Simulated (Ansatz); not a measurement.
# BrH2OSi: the cost of one run

All numbers below are computed with Ansatz 0.2.0 (UKS B3LYP-D4/def2-SVP).

## 1. Starting point

Bond lengths: O1–Si2 1.619 Å, Si2–Br3 2.194 Å, O1–H4 0.911 Å, Si2–H5 1.464 Å. Angles: O1–Si2–Br3 103.5°, O1–Si2–H5 109.1°, Br3–Si2–H5 108.8°, Si2–O1–H4 116.5°.

Structure file:

```xyz
5

O    -1.1032    0.1609   -0.4660
Si    0.4245    0.6025   -0.1630
Br    1.5157   -1.3011   -0.1515
H    -1.2822   -0.7315   -0.4341
H     0.4952    1.1956    1.1732
```

## 2. End point A

The input, input.yaml:

```yaml
crystal:
  periodic: [false, false, false]
  atoms:
    - { symbol: O, position_ang: [-1.1032, 0.1609, -0.466] }
    - { symbol: Si, position_ang: [0.4245, 0.6025, -0.163] }
    - { symbol: Br, position_ang: [1.5157, -1.3011, -0.1515] }
    - { symbol: H, position_ang: [-1.2822, -0.7315, -0.4341] }
    - { symbol: H, position_ang: [0.4952, 1.1956, 1.1732] }
magnetization:
  spin_polarized: true
  initial_magnetization: 1
basis:
  gaussian: { orbitals: def2-SVP }
hamiltonian:
  xc: b3lyp
  dispersion: d4
relax:
  f_tol: 0.02
  max_steps: 50
```

Command:

```bash
$ ansatz run input.yaml --threads 2 --pin off --max-ram 3072MiB --backend cpu --events-out ev --progress --plain --runs-dir out
```

What time and memory should one allow on 2 threads of Arm Neoverse V1, shared host?

About 26 s, with a peak of 0.2 GiB.
